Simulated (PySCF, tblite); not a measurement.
# C₄H₁₃GeNSi: geometry, infrared bands and NMR shifts

What infrared bands and NMR shifts should C₄H₁₃GeNSi (`CC[C@@H]1[GeH2][CH2][Si@H]1N`) show?

Programs: tblite 0.8.0 and PySCF 2.14.0, with density-fitted response routines of our own. Each step states its level of theory. These are calculated values for one molecule in the gas phase, unless marked as measured. Atoms count from 0, in the outputs and in this text.

## 1. The starting structure

20 atoms, charge 0, multiplicity 1; geometry from: force field or distance geometry start.

Bonds of the start (Å): C0–C1 1.54, C1–C2 1.50, C2–Ge3 1.95, Ge3–C4 1.95, C4–Si5 1.86, Si5–N6 1.77, Si5–C2 1.85, C0–H7 1.10, C0–H8 1.10, C0–H9 1.11, C1–H10 1.12, C1–H11 1.13, C2–H12 1.11, Ge3–H13 1.55, Ge3–H14 1.52, C4–H15 1.10, C4–H16 1.11, Si5–H17 1.47, N6–H18 1.06, N6–H19 1.06.

## 2. Optimising the geometry with GFN2-xTB

The job: settings as JSON, then the geometry in Å.

```
{"job": {"kind": "relax", "xc": "GFN2-xTB", "basis": "xTB"}, "charge": 0, "multiplicity": 1}
C      2.613200    -0.450900     0.172700
C      1.209700    -0.689200     0.747000
C      0.195200    -0.432300    -0.321500
Ge     0.224000     1.383700    -1.025700
C     -1.451300     1.575800    -0.043400
Si    -1.495200    -0.229200     0.410300
N     -2.821200    -1.083900    -0.401300
H      2.622600     0.347600    -0.587300
H      2.943000    -1.422600    -0.237200
H      3.254200    -0.206000     1.049300
H      1.134800    -1.765900     1.034300
H      1.057300    -0.038200     1.660900
H      0.258100    -1.146300    -1.170000
H      1.330100     2.291300    -0.426500
H      0.072900     1.525000    -2.534000
H     -2.275700     1.914400    -0.695300
H     -1.291700     2.185100     0.866800
H     -1.505400    -0.440200     1.864100
H     -2.502900    -2.054100    -0.687100
H     -3.576800    -1.253400     0.320700
```

The run is started by

```bash
$ OMP_NUM_THREADS=1 python probes_run.py task.json out
```

This one command runs all jobs of the session in turn.

**Question.** This job is followed by: GFN2-xTB harmonic vibrations, gas phase; GIAO PBE0/pcSseg-1 NMR shielding, non-relativistic, gas phase. Predict these results of the whole session: strongest single infrared mode (GFN2-xTB); zero-point energy (GFN2-xTB); ¹³C shifts against TMS (PBE0/pcSseg-1); ¹H shifts against TMS (PBE0/pcSseg-1, means over atoms taken as alike); ⁷³Ge shifts against GeMe4 (PBE0/pcSseg-1); ²⁹Si shifts against TMS (PBE0/pcSseg-1); ¹⁵N shifts against NH3 (PBE0/pcSseg-1).

As calculated:

| quantity | value |
| --- | --- |
| strongest single infrared mode (GFN2-xTB) | 1925 cm⁻¹, 595 km/mol |
| zero-point energy (GFN2-xTB) | 98.1 kcal/mol |
| ¹³C shifts against TMS (PBE0/pcSseg-1) | 32.8, 27.3, 21.4, -1.2 ppm |
| ¹H shifts against TMS (PBE0/pcSseg-1, means over atoms taken as alike) | 5.59, 4.87, 4.32, 1.75, 1.58, 1.44, 0.92, 0.52, 0.47, 0.32 ppm |
| ⁷³Ge shifts against GeMe4 (PBE0/pcSseg-1) | -145 ppm |
| ²⁹Si shifts against TMS (PBE0/pcSseg-1) | -1.7 ppm |
| ¹⁵N shifts against NH3 (PBE0/pcSseg-1) | 20.7 ppm |

In words: Relaxing lowered the energy by 0.807 eV in 152 steps; the close pair that moved most is C2–Si5, from 1.853 to 1.918 Å. No mode is imaginary among the 54: a minimum at this level. The strongest single mode, at 1925 cm⁻¹, moves mainly H13. GFN2-xTB is a fitted tight-binding method: band positions and strengths are rough. Its intensities can rank the bands wrongly. At PBE0/pcSseg-1: The widest tensor belongs to Ge3: span 189 ppm, with a paramagnetic part of -1283 ppm. Spin-orbit coupling is left out, which matters for shieldings and couplings at and beside the heavy atoms.
